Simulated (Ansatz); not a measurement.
# Lu3Si, space group Pm-3m: an equation of state with a fit

Program: the Python package of Ansatz (0.2.0).

The script, `run_eos.py`:
```python
"""Energy against volume for Lu3Si, with a fit."""

from dataclasses import dataclass
import warnings

import ansatz as az
from ase.eos import EquationOfState
from ase.units import GPa
import numpy as np


@dataclass(frozen=True)
class Options:
    cutoff: int = 510
    width_ev: float = 0.1
    mesh: tuple[int, ...] = (5, 5, 5)


settings = Options()

vectors0 = np.array([
    [4.541419, 0.0, 0.0],
    [0.0, 4.541419, 0.0],
    [0.0, 0.0, 4.541419],
])
sites = [
    ("Lu", (0.0, 0.5, 0.5)),
    ("Lu", (0.5, 0.0, 0.5)),
    ("Lu", (0.5, 0.5, 0.0)),
    ("Si", (0.0, 0.0, 0.0)),
]


def on_lattice(cell):
    crystal = az.Crystal(lattice=az.Lattice.of(cell))
    for symbol, position in sites:
        crystal = crystal.atom(symbol, position)
    return crystal

warnings.simplefilter("ignore", az.DeckWarning)

# scale the volume, keep shape and fractions
volumes, energies = [], []
for scale in np.linspace(0.94, 1.06, 7):
    cell = vectors0 * scale ** (1 / 3)
    model = (
        on_lattice(cell).calculation()
        .functional(az.Functional.PBE)
        .basis(settings.cutoff)
        .occupations(az.OccupationsMethod.GAUSSIAN, width=settings.width_ev)
        .kpoints(*settings.mesh)
    )
    data = model.run().report
    volumes.append(abs(np.linalg.det(cell)) / len(sites))
    energies.append(data["free_energy_ev"] / len(sites))
    print(f"V = {volumes[-1]:8.4f} A^3/atom  F = {energies[-1]:.5f} eV/atom")

eos = EquationOfState(volumes, energies, eos="murnaghan")
v0, e0, bulk = eos.fit()
print(f"V0 = {v0:.4f} A^3/atom, E0 = {e0:.5f} eV/atom, B = {bulk / GPa:.1f} GPa")
```

```console
$ python run_eos.py
V =  22.0111 A^3/atom  F = -11208.48886 eV/atom
V =  22.4795 A^3/atom  F = -11208.49671 eV/atom
V =  22.9478 A^3/atom  F = -11208.50032 eV/atom
V =  23.4161 A^3/atom  F = -11208.50008 eV/atom
V =  23.8844 A^3/atom  F = -11208.49637 eV/atom
V =  24.3528 A^3/atom  F = -11208.48952 eV/atom
V =  24.8211 A^3/atom  F = -11208.47982 eV/atom
V0 = 23.1497 A^3/atom, E0 = -11208.50067 eV/atom, B = 62.1 GPa
```

A third-order Birch-Murnaghan fit through the 7 points (the script's own form differs a little) has its minimum at 23.15 Å³ an atom, 1.1 % below the typed cell, with a bulk modulus of 62 GPa and dB/dP = 4.0. From that minimum the energy rises by 11.8 meV an atom on the compressed side and 20.8 meV on the expanded side.

What to keep in mind:
- Total energies depend on the potentials; only differences at equal settings carry meaning.
- For a metal this k-point mesh is coarse: on a finer one energies can move by several to tens of meV an atom and pressures by half a GPa or more, differences at one mesh by less.
- This cell is a computed structure, which may not be the phase found in nature.
- Hardware and time: 21 s on 1 thread of Arm Neoverse V2, on a shared host, peak memory 0.43 GiB.

(Lines on the test bed's own set-up are left out of the output.)
